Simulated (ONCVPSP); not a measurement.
# F: the cost of one run

Program: ONCVPSP 4.0.1.1 (patched build). Reference atom: LDA (Perdew-Wang 92), scalar-relativistic, spherical and spin-unpolarised. All values are calculated.

## (1) Settings

Typed settings, in words:

- element: fluorine (F, Z = 9)
- type: optimised norm-conserving Vanderbilt (ONCV)
- frozen core: [He]
- valence charge: 7
- reference configuration: 2s2 2p5
- partial waves: 2s: rc 0.60 bohr, ncon 4, nbas 7, qcut 11.8 1/bohr, 2 projectors, debl 2.3 Ha; 2p: rc 1.65 bohr, ncon 5, nbas 9, qcut 10.2 1/bohr, 2 projectors, debl 3.4 Ha; d scattering state at 0.33 Ha: rc 1.55 bohr, ncon 4, nbas 9, qcut 6.5 1/bohr, 2 projectors, debl 0.8 Ha
- local potential: polynomial inside 0.55 bohr (lpopt 5, dvloc0 0 Ha)
- core correction: Teter function, fcfact 1.75, rcfact 1.6

The nodes and maxima of the atom's own shells, from an earlier all-electron run, set the scale for the radii.

All-electron outer shells of the reference configuration (LDA (PZ), scalar-relativistic, ld1.x):

| shell | level (eV) | outermost node (bohr) | outermost maximum (bohr) |
| --- | --- | --- | --- |
| 1s | -658.96 | – | 0.12 |
| 2s | -29.65 | 0.24 | 0.77 |
| 2p | -11.29 | – | 0.71 |

## (2) The generation run

Input file F.dat:

```
# ATOM AND REFERENCE CONFIGURATION
# atsym  z   nc   nv     iexc    psfile
  F 9.00    1    2  -001012      upf
#
#   n    l    f
    1    0    2.00
    2    0    2.00
    2    1    5.00
#
# PSEUDOPOTENTIAL AND OPTIMIZATION
# lmax
    2
#
#   l,   rc,      ep,       ncon, nbas, qcut
    0    0.60    0.00    4    7   11.80
    1    1.65    0.00    5    9   10.20
    2    1.55    0.33    4    9    6.50
#
# LOCAL POTENTIAL
# lloc, lpopt,  rc(5),   dvloc0
    4    5    0.55    0.00
#
# VANDERBILT-KLEINMAN-BYLANDER PROJECTORs
# l, nproj, debl
    0    2    2.30
    1    2    3.40
    2    2    0.80
#
# MODEL CORE CHARGE
# icmod, fcfact, rcfact
    3    1.75    1.60
#
# LOG DERIVATIVE ANALYSIS
# epsh1, epsh2, depsh
   -3.00    5.00    0.02
#
# OUTPUT GRID
# rlmax, drl
    6.00    0.01
#
# TEST CONFIGURATIONS
# ncnf
    4
# nvcnf
#   n    l    f
    2
    2    0    2.00
    2    1    4.00
#
    2
    2    0    2.00
    2    1    3.00
#
    2
    2    0    2.00
    2    1    2.00
#
    2
    2    0    1.00
    2    1    6.00
#
```

Run with:

```
$ oncvpsp.x < F.dat > F.out
```

**Question.** How long does this run take on 1 thread of Neoverse-N1, shared host?

About 4.5 s.
